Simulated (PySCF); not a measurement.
# C5H3F3: the cost of one run

Computed with PySCF 2.14.0, with density-fitted response routines of our own, on a single molecule in the gas phase. Atoms count from 0, in the outputs and in this text.

### 1 Starting geometry

11 atoms, charge 0, multiplicity 1; geometry from: GFN2-xTB. The atoms were then displaced at random by about 0.01 Å, so the start is not that level's minimum.

Bonds of the start (Å): F0–C1 1.33, C1–F2 1.35, C1–F3 1.35, C1–C4 1.48, C4–C5 1.33, C5–C6 1.44, C6–C7 1.32, C7–C5 1.45, C4–H8 1.07, C6–H9 1.06, C7–H10 1.06.

### 2 Geometry optimisation at PBE0-D3(BJ)/def2-SVP

Job settings and geometry (Å):

```
{"job": {"xc": "PBE0", "basis": "def2-SVP", "d3": "d3bj", "grid": 1, "shake": 0.01, "kind": "geom"}, "charge": 0, "multiplicity": 1}
F     -2.515540    -0.830430    -0.322330
C     -1.296260    -0.521760    -0.764770
F     -1.320120     0.783650    -1.095700
F     -1.123710    -1.190600    -1.927830
C     -0.241650    -0.872650     0.218950
C      0.577280     0.047750     0.713140
C      1.084370     1.391380     0.811810
C      1.687070     0.473540     1.546770
H     -0.204210    -1.898860     0.532260
H      0.983790     2.399020     0.498330
H      2.407100     0.193110     2.268210
```

Run with:

```bash
> OMP_NUM_THREADS=1 python probes_run.py task.json out
```

The driver reads the jobs from task.json and runs them one after another.

**Question.** How long does this first job take on 1 thread of Arm Neoverse V2, shared host, and how much memory does it need?

About 60 s, with a peak of 0.5 GiB.
